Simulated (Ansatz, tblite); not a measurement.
# The cluster Al₃S₃+: adding an electron

What does adding an electron cost or gain for the cluster Al₃S₃+? Each charged state is run at several levels.

Computed with Ansatz 0.2.0, Gaussian basis. Level: as each input shows.

The runs, in order: charge 0 doublet, at the geometry of the singlet (PBE0-D4/def2-TZVP, PBE-D4/def2-TZVP, ωB97M-V/def2-TZVP); the starting singlet's energies come from earlier runs.

3 further runs of the same task are left out: 3 set aside as unsound or not needed.

## Step 1: The geometry

The singlet was relaxed beforehand with r2SCAN-D4/def2-SVP. At that level it is the lowest of the isomers that a small search found.

6 atoms, charge 1, spin multiplicity 1.

Atoms are counted from 1 here; the program's logs count them from 0.

Bond lengths: Al1–S4 2.153 Å, Al1–S5 2.153 Å, Al1–S6 2.358 Å, Al2–S5 2.220 Å, Al2–S6 2.359 Å, Al3–S4 2.220 Å, Al3–S6 2.360 Å. Angles: S4–Al1–S5 147.1°, S4–Al1–S6 106.4°, S5–Al1–S6 106.4°, S5–Al2–S6 104.2°, S4–Al3–S6 104.2°, Al1–S4–Al3 78.0°, Al1–S5–Al2 78.0°, Al1–S6–Al2 71.4°, Al1–S6–Al3 71.4°, Al2–S6–Al3 142.7°.

The ion is computed in the gas phase, without counter-ions or solvent.

## Step 2: Charge 0 doublet at the fixed geometry, PBE0-D4/def2-TZVP

in.yaml

```yaml
crystal:
  periodic: [false, false, false]
  atoms:
    - {symbol: Al, position_ang: [-0.317283, -0.651194, -0.016259]}
    - {symbol: Al, position_ang: [2.394901, -0.188124, -0.014393]}
    - {symbol: Al, position_ang: [-1.624893, 1.768972, 0.054149]}
    - {symbol: S, position_ang: [-2.440094, -0.294957, -0.000696]}
    - {symbol: S, position_ang: [1.272094, -2.102338, -0.060131]}
    - {symbol: S, position_ang: [0.715274, 1.467651, 0.037330]}
basis:
  gaussian: {orbitals: def2-TZVP}
magnetization: {spin_polarized: true, initial_magnetization: 1}
hamiltonian: {xc: pbe0, dispersion: d4}
scf: {omitted_lower_state_checks: [starts]}
output: {orbitals: {seedname: orbitals}}
```

Launch:

```
> ansatz run in.yaml --threads 4 --pin off --events-out ev --progress --plain --max-ram 8704MiB
```

Output:

```text
Functional definition: PBE0
  name "PBE0"
  cite "Adamo & Barone, J. Chem. Phys. 110, 6158 (1999) doi:10.1063/1.478522"
  cite "Perdew, Burke & Ernzerhof, Phys. Rev. Lett. 77, 3865 (1996) doi:10.1103/PhysRevLett.77.3865"
  parent pbe
  parameter a = 0.25
  parameter kappa = 0.804
  parameter beta = 0.06672455060314922
  exchange = (1 - a)*pbe_x(kappa = kappa, mu = beta*pi^2/3) + a*exact_x
  correlation = pbe_c(beta = beta)
these checks for a lower state are left out or cut short: starts
1650 factors; their error is unknown
mean field evaluation 1: about -52280.8164 eV, gradient 2.2e1 eV
mean field evaluation 2: about -52280.5308 eV, gradient 2.4e1 eV
mean field evaluation 4: about -52283.6207 eV, gradient 1.8e0 eV
mean field evaluation 8: about -52283.6454 eV, gradient 6.5e-2 eV
mean field evaluation 16: about -52283.7526 eV, gradient 3.5e-4 eV
mean field -52283.75263914 eV, -1921.3924702879 hartree, gradient 4.9e-5 eV, S^2 0.773472; 0 other end points of the search recorded, 0 dependent functions left out
reference -52283.75266872 eV, -1921.3924713750 hartree; 44, 43 occupied and 178, 179 virtual orbitals, 1650 factors
Total energy: -52284.05949832 eV, -1921.4037471549 hartree
Checks for a lower state left out: starts
```

It took 12 s on 4 threads of Arm Neoverse V1, shared host; peak memory 1.1 GiB.

HOMO -5.60 eV, LUMO -3.54 eV (over both spins); ⟨S²⟩ 0.773 (pure: 0.75).

## Step 3: Charge 0 doublet at the fixed geometry, PBE-D4/def2-TZVP

start.molden holds the orbitals of an earlier run on this state, given as this run's starting guess.

in.yaml: that of step 2 with these lines changed.

```diff
@@ -10,5 +10,5 @@
 basis:
-  gaussian: {orbitals: def2-TZVP}
+  gaussian: {orbitals: def2-TZVP, initial_orbitals: start.molden}
 magnetization: {spin_polarized: true, initial_magnetization: 1}
-hamiltonian: {xc: pbe0, dispersion: d4}
+hamiltonian: {xc: pbe, dispersion: d4}
 scf: {omitted_lower_state_checks: [starts]}
```

Launched as before.

Output:

```text
Functional definition: PBE
  name "PBE"
  cite "Perdew, Burke & Ernzerhof, Phys. Rev. Lett. 77, 3865 (1996) doi:10.1103/PhysRevLett.77.3865"
  parent pbe
  parameter kappa = 0.804
  parameter beta = 0.06672455060314922
  exchange = pbe_x(kappa = kappa, mu = beta*pi^2/3)
  correlation = pbe_c(beta = beta)
these checks for a lower state are left out or cut short: starts
1560 factors; their error is unknown
mean field evaluation 1: about -52279.4380 eV, gradient 1.2e1 eV
mean field evaluation 2: about -52279.5893 eV, gradient 2.4e-1 eV
mean field evaluation 4: about -52279.5727 eV, gradient 2.4e-3 eV
mean field -52279.57265290 eV, -1921.2388586269 hartree, gradient 1.1e-5 eV, S^2 0.759319; 0 other end points of the search recorded, 0 dependent functions left out
reference -52279.57269203 eV, -1921.2388600650 hartree; 44, 43 occupied and 178, 179 virtual orbitals, 1560 factors
Total energy: -52279.92590504 eV, -1921.2518404037 hartree
Checks for a lower state left out: starts
```

It took 6 s on 4 threads of Arm Neoverse V1, shared host.

From the report: HOMO -4.79 eV, LUMO -4.03 eV (over both spins); ⟨S²⟩ 0.759 (pure: 0.75).

## Step 4: Charge 0 doublet at the fixed geometry, ωB97M-V/def2-TZVP

in.yaml: that of step 3 with these lines changed.

```diff
@@ -12,3 +12,3 @@
 magnetization: {spin_polarized: true, initial_magnetization: 1}
-hamiltonian: {xc: pbe, dispersion: d4}
+hamiltonian: {xc: {name: wB97M-V}}
 scf: {omitted_lower_state_checks: [starts]}
```

The command is unchanged.

Output, shortened:

```text
Functional definition: wB97M-V
  name "wB97M-V"
  cite "Mardirossian & Head-Gordon, J. Chem. Phys. 144, 214110 (2016) doi:10.1063/1.4952647"
  cite "Becke, J. Chem. Phys. 107, 8554 (1997) doi:10.1063/1.475007"
  cite "Vydrov & Van Voorhis, J. Chem. Phys. 133, 244103 (2010) doi:10.1063/1.3521275"
  # Of w^i u^j: cxij and so on, Table III.
[...]
  gx(w, u) = 1 - cx + cx01*u + cx10*w
  gss(w, u) = css00 + css04*u^4 + css10*w + css20*w^2 + css43*w^4*u^3
  gos(w, u) = cos00 + cos10*w + (cos20 + cos21*u)*w^2 + (cos60 + cos61*u)*w^6
[...]
      + integral(e_c_pw_mod_opposite_spin*gos(b97_w_opposite, b97_u_opposite)) + vv10(b, c)
[...]
1569 factors; their error is unknown
315 factors; integrals over basis functions are off by at most 1.3e-5 eV
[...]
mean field -52301.40267926 eV, -1922.0410972986 hartree, gradient 1.2e-5 eV, S^2 0.771231; 0 other end points of the search recorded, 0 dependent functions left out
reference -52301.40272504 eV, -1922.0410989810 hartree; 44, 43 occupied and 178, 179 virtual orbitals, 1569 factors
Total energy: -52301.40272504 eV, -1922.0410989810 hartree
Checks for a lower state left out: starts
```

Run time: 39 s. Hardware: 4 threads of Arm Neoverse V1, shared host; peak memory 1.5 GiB.

HOMO -7.02 eV, LUMO -2.43 eV (over both spins); ⟨S²⟩ 0.771 (pure: 0.75).

## Step 5: Vertical electron affinity

Starting state less charged state (positive: the electron is bound), singlet to doublet; the starting state's energies are those of its earlier runs.

```
            level  vertical electron affinity (eV)   time
 PBE-D4/def2-TZVP                            +6.98  9.6 s
PBE0-D4/def2-TZVP                            +7.24   18 s
ωB97M-V/def2-TZVP                            +7.31   52 s
```

Times add the two runs; a level without a time comes out of a correlated run.

Beside −ε(LUMO) of the starting state:

```
            level  −ε(LUMO) (eV)  by difference (eV)  mismatch (eV)
 PBE-D4/def2-TZVP           9.13                6.98          +2.15
PBE0-D4/def2-TZVP           8.74                7.24          +1.50
ωB97M-V/def2-TZVP           7.38                7.31          +0.07
```

## Step 6: Results

| quantity | value |
| --- | --- |
| vertical electron affinity, functionals in def2-TZVP | 6.98 (PBE-D4) to 7.31 eV (ωB97M-V) |

In words: The vertical electron affinity spans 6.98 to 7.31 eV over the functionals. −ε(LUMO) misses the level's own difference by +0.07 eV at best (ωB97M-V) and +2.15 eV at worst (PBE-D4).
